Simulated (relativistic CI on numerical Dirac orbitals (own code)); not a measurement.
**B⁺: one ion under different settings**

How much do the settings matter for B⁺? One ion, several inputs.

The numbers are computed with relativistic CI on numerical Dirac orbitals (own code) version 3 (Dirac-Coulomb-Breit CI, KLI orbitals optimised for each configuration, model QED (radiative potential, 1s self-energy scaled to tabulated hydrogen-like ionisation energies), numerical settings as typed), except any that are marked as measured or tabulated.

### 1 The atom as given

| Property | Result |
| --- | --- |
| ion | B⁺ (B II) |
| nuclear charge | 5 |
| electrons | 4 |
| isotope | A = 11 |

### 2 The usual input

Settings of the run:

```ini
atom B  Z=5  charge=1  electrons=4
nucleus A=11  rms_radius_fm=2.4060
hamiltonian dirac-coulomb  breit=on  qed=on  c_scale=1
orbitals kli  potential=per-configuration
slater_scale 1
correlation none
mixing on
grid step=0.0125 r_max=34.5
scf mixing=0.4 start=green max_iterations=150 tolerance=2e-08 node_fill=0.05
configurations
  [He] 2s2
  [He] 2s 2p
end
```

The run is started by

```
$ python run_levels.py task.json out
```

The settings of every run stand in task.json; they run in order.

The program writes no log. Results of the run, from its result record (rounded, main fields):

```text
status: converged
levels [i, E_cm, J2, conf, term, w_term, w_jj]:
  - [0, 0, 0, "2s2", "1S", 1, 1]
  - [1, 26039.752, 0, "2s 2p", "3P*", 1, 1]
  - [2, 26045.009, 2, "2s 2p", "3P*", 1, 0.6669]
  - [3, 26059.701, 4, "2s 2p", "3P*", 1, 1]
  - [4, 72155.966, 2, "2s 2p", "1P*", 1, 0.6669]
total_energy [Ha]: -24.242026382
n_levels_all: 5
overlap: 4.07675e-14
scf_iterations: [8, 9]
orbital_energies [Ha]: {"1s": -7.44665, "2s": -0.870604}
configurations [conf, odd, states, E_av_Ha, breit_Ha, qed_Ha]:
  - ["2s2", 0, 1, -24.24435636, 0.001482, 0.0008482]
  - ["2s 2p", 1, 12, -24.07308454, 0.001461, 0.0008254]
scf_steps of the first configuration [iteration, E_Ha, residual, outer_eigenvalue_Ha]:
  - [1, -24.14159792, 0.413, -1.058]
  - [2, -24.21616228, 0.219, -0.9591]
  - [3, -24.24428169, 0.00495, -0.8681]
  - [4, -24.2443513, 0.00217, -0.8714]
  - [5, -24.24435712, 8.99e-05, -0.8707]
  - [6, -24.24435633, 4.16e-06, -0.8706]
  - [7, -24.24435634, 1.77e-06, -0.8706]
  - [8, -24.24435636, 1.75e-08, -0.8706]
```

Run time: 0.04 s. Hardware: 1 thread, shared host.

### 3 Iteration limit 30, nuclear radius 2.1654

Settings of the run:

```ini
atom B  Z=5  charge=1  electrons=4
nucleus A=11  rms_radius_fm=2.1654
hamiltonian dirac-coulomb  breit=on  qed=on  c_scale=1
orbitals kli  potential=per-configuration
slater_scale 1
correlation none
mixing on
grid step=0.0125 r_max=34.5
scf mixing=0.4 start=green max_iterations=30 tolerance=2e-08 node_fill=0.05
configurations
  [He] 2s2
  [He] 2s 2p
end
```

Main fields:

```text
status: converged
levels [i, E_cm, J2, conf, term, w_term]:
  - [0, 0, 0, "2s2", "1S", 1]
  - [1, 26039.752, 0, "2s 2p", "3P*", 1]
  - [2, 26045.01, 2, "2s 2p", "3P*", 1]
  - [3, 26059.702, 4, "2s 2p", "3P*", 1]
  - [4, 72155.966, 2, "2s 2p", "1P*", 1]
total_energy [Ha]: -24.242025989
n_levels_all: 5
overlap: 4.15059e-14
scf_iterations: [8, 9]
orbital_energies [Ha]: {"1s": -7.44665, "2s": -0.870603}
configurations [conf, odd, states, E_av_Ha, breit_Ha, qed_Ha]:
  - ["2s2", 0, 1, -24.24435597, 0.001482, 0.0008482]
  - ["2s 2p", 1, 12, -24.07308415, 0.001461, 0.0008254]
scf_steps of the first configuration [iteration, E_Ha, residual, outer_eigenvalue_Ha]:
  - [1, -24.14159753, 0.413, -1.058]
  - [2, -24.21616188, 0.219, -0.9591]
  - [3, -24.2442813, 0.00495, -0.8681]
  - [4, -24.24435091, 0.00217, -0.8714]
  - [5, -24.24435672, 8.99e-05, -0.8707]
  - [6, -24.24435593, 4.16e-06, -0.8706]
  - [7, -24.24435595, 1.77e-06, -0.8706]
  - [8, -24.24435597, 1.75e-08, -0.8706]
```

Wall time 0.035 s (1 thread, shared host).

The changed nuclear radius is not that of the isotope named.

### 4 Iteration limit 20

Settings of the run:

```ini
atom B  Z=5  charge=1  electrons=4
nucleus A=11  rms_radius_fm=2.4060
hamiltonian dirac-coulomb  breit=on  qed=on  c_scale=1
orbitals kli  potential=per-configuration
slater_scale 1
correlation none
mixing on
grid step=0.0125 r_max=34.5
scf mixing=0.4 start=green max_iterations=20 tolerance=2e-08 node_fill=0.05
configurations
  [He] 2s2
  [He] 2s 2p
end
```

Main fields:

```text
status: converged
levels [i, E_cm, J2, conf, term, w_term]:
  - [0, 0, 0, "2s2", "1S", 1]
  - [1, 26039.752, 0, "2s 2p", "3P*", 1]
  - [2, 26045.009, 2, "2s 2p", "3P*", 1]
  - [3, 26059.701, 4, "2s 2p", "3P*", 1]
  - [4, 72155.966, 2, "2s 2p", "1P*", 1]
total_energy [Ha]: -24.242026382
n_levels_all: 5
overlap: 4.07675e-14
scf_iterations: [8, 9]
orbital_energies [Ha]: {"1s": -7.44665, "2s": -0.870604}
configurations [conf, odd, states, E_av_Ha, breit_Ha, qed_Ha]:
  - ["2s2", 0, 1, -24.24435636, 0.001482, 0.0008482]
  - ["2s 2p", 1, 12, -24.07308454, 0.001461, 0.0008254]
scf_steps of the first configuration [iteration, E_Ha, residual, outer_eigenvalue_Ha]:
  - [1, -24.14159792, 0.413, -1.058]
  - [2, -24.21616228, 0.219, -0.9591]
  - [3, -24.24428169, 0.00495, -0.8681]
  - [4, -24.2443513, 0.00217, -0.8714]
  - [5, -24.24435712, 8.99e-05, -0.8707]
  - [6, -24.24435633, 4.16e-06, -0.8706]
  - [7, -24.24435634, 1.77e-06, -0.8706]
  - [8, -24.24435636, 1.75e-08, -0.8706]
```

It took 0.036 s on 1 thread, shared host.

### 5 Speed-of-light factor 1.25

Settings of the run:

```ini
atom B  Z=5  charge=1  electrons=4
nucleus A=11  rms_radius_fm=2.4060
hamiltonian dirac-coulomb  breit=on  qed=on  c_scale=1.25
orbitals kli  potential=per-configuration
slater_scale 1
correlation none
mixing on
grid step=0.0125 r_max=34.5
scf mixing=0.4 start=green max_iterations=150 tolerance=2e-08 node_fill=0.05
configurations
  [He] 2s2
  [He] 2s 2p
end
```

Main fields:

```text
status: converged
levels [i, E_cm, J2, conf, term, w_term]:
  - [0, 0, 0, "2s2", "1S", 1]
  - [1, 26024.596, 0, "2s 2p", "3P*", 1]
  - [2, 26027.969, 2, "2s 2p", "3P*", 1]
  - [3, 26037.385, 4, "2s 2p", "3P*", 1]
  - [4, 72132.962, 2, "2s 2p", "1P*", 1]
total_energy [Ha]: -24.239841098
n_levels_all: 5
overlap: 4.16518e-14
scf_iterations: [8, 9]
orbital_energies [Ha]: {"1s": -7.44595, "2s": -0.870512}
configurations [conf, odd, states, E_av_Ha, breit_Ha, qed_Ha]:
  - ["2s2", 0, 1, -24.24162317, 0.0009482, 0.0008339]
  - ["2s 2p", 1, 12, -24.07045286, 0.0009351, 0.0008114]
scf_steps of the first configuration [iteration, E_Ha, residual, outer_eigenvalue_Ha]:
  - [1, -24.13897926, 0.413, -1.058]
  - [2, -24.21345947, 0.219, -0.9589]
  - [3, -24.24154856, 0.00495, -0.868]
  - [4, -24.24161814, 0.00216, -0.8713]
  - [5, -24.24162393, 8.99e-05, -0.8707]
  - [6, -24.24162314, 4.16e-06, -0.8705]
  - [7, -24.24162315, 1.77e-06, -0.8705]
  - [8, -24.24162317, 1.75e-08, -0.8705]
```

Run time: 0.037 s. Hardware: 1 thread, shared host.

A changed speed of light describes a fictitious ion. The QED potentials keep the true α.

### 6 Node fill 0

Settings of the run:

```ini
atom B  Z=5  charge=1  electrons=4
nucleus A=11  rms_radius_fm=2.4060
hamiltonian dirac-coulomb  breit=on  qed=on  c_scale=1
orbitals kli  potential=per-configuration
slater_scale 1
correlation none
mixing on
grid step=0.0125 r_max=34.5
scf mixing=0.4 start=green max_iterations=150 tolerance=2e-08 node_fill=0
configurations
  [He] 2s2
  [He] 2s 2p
end
```

Main fields:

```text
status: converged
levels [i, E_cm, J2, conf, term, w_term]:
  - [0, 0, 0, "2s2", "1S", 1]
  - [1, 26015.961, 0, "2s 2p", "3P*", 1]
  - [2, 26021.067, 2, "2s 2p", "3P*", 1]
  - [3, 26035.49, 4, "2s 2p", "3P*", 1]
  - [4, 72206.681, 2, "2s 2p", "1P*", 1]
total_energy [Ha]: -24.241941215
n_levels_all: 5
overlap: 4.23865e-14
scf_iterations: [8, 8]
orbital_energies [Ha]: {"1s": -7.49535, "2s": -0.873447}
configurations [conf, odd, states, E_av_Ha, breit_Ha, qed_Ha]:
  - ["2s2", 0, 1, -24.24427524, 0.001485, 0.0008492]
  - ["2s 2p", 1, 12, -24.07302615, 0.001463, 0.0008257]
scf_steps of the first configuration [iteration, E_Ha, residual, outer_eigenvalue_Ha]:
  - [1, -24.14159792, 0.398, -1.058]
  - [2, -24.21499516, 0.211, -0.9607]
  - [3, -24.24416657, 0.00534, -0.8711]
  - [4, -24.24424335, 0.00219, -0.8743]
  - [5, -24.24427503, 9.58e-05, -0.8736]
  - [6, -24.24427526, 3.86e-06, -0.8734]
  - [7, -24.24427525, 1.95e-06, -0.8734]
  - [8, -24.24427524, 1.85e-08, -0.8734]
```

Run time: 0.035 s. Hardware: 1 thread, shared host.

### 7 Tolerance 0.3

Changes to the settings of step 6:

```diff
@@ -8,3 +8,3 @@
 grid step=0.0125 r_max=34.5
-scf mixing=0.4 start=green max_iterations=150 tolerance=2e-08 node_fill=0
+scf mixing=0.4 start=green max_iterations=92 tolerance=0.3 node_fill=0.05
 configurations
```

Main fields:

```text
status: converged
levels [i, E_cm, J2, conf, term, w_term]:
  - [0, 0, 0, "2s2", "1S", 1]
  - [1, 26294.577, 2, "2s 2p", "3P*", 1]
  - [2, 26295.659, 0, "2s 2p", "3P*", 1]
  - [3, 26297.815, 4, "2s 2p", "3P*", 1]
  - [4, 75419.56, 2, "2s 2p", "1P*", 1]
total_energy [Ha]: -24.213672571
n_levels_all: 5
overlap: 5.35603e-14
scf_iterations: [2, 2]
orbital_energies [Ha]: {"1s": -8.13697, "2s": -0.959072}
configurations [conf, odd, states, E_av_Ha, breit_Ha, qed_Ha]:
  - ["2s2", 0, 1, -24.21616228, 0.001597, 0.0008929]
  - ["2s 2p", 1, 12, -24.04033799, 0.001581, 0.0008645]
scf_steps of the first configuration [iteration, E_Ha, residual, outer_eigenvalue_Ha]:
  - [1, -24.14159792, 0.413, -1.058]
  - [2, -24.21616228, 0.219, -0.9591]
```

It took 0.031 s on 1 thread, shared host.

This setting is unsound; the numbers are not properties of the ion.

### 8 The runs side by side

| setting | total energy less usual (Ha) | largest shift of a level among the lowest eight of both runs, same label and place (cm⁻¹) | SCF iterations | time | lowest level | kind of change |
| --- | --- | --- | --- | --- | --- | --- |
| usual | 0 | 0 | 17 | 0.04 s | 2s2 1S0 | - |
| iteration limit 30, nuclear radius 2.1654 | 3.94e-07 | 0 | 17 | 0.035 s | 2s2 1S0 | unphysical constant |
| iteration limit 20 | 0 | 0 | 17 | 0.036 s | 2s2 1S0 | numerical |
| speed-of-light factor 1.25 | 0.00219 | 23.0 | 17 | 0.037 s | 2s2 1S0 | unphysical constant |
| node fill 0 | 8.52e-05 | 50.7 | 16 | 0.035 s | 2s2 1S0 | numerical |
| tolerance 0.3 | 0.0284 | 3260 | 4 | 0.031 s | 2s2 1S0 | unsound |

### 9 What came out

| quantity | value |
| --- | --- |
| lowest level, usual settings | 2s2 1S0 |
| total energy | -24.2420 Ha |
| first excitation | 26040 cm⁻¹ |

What this shows: Among the runs whose levels can be followed, they move most under «tolerance 0.3» (unsound), by up to 3260 cm⁻¹. No visible change in the result comes from «iteration limit 30, nuclear radius 2.1654» or «iteration limit 20». Only the listed configurations are in the model. In a near-neutral ion this small CI can misplace whole configurations by 10,000 cm⁻¹ or more.
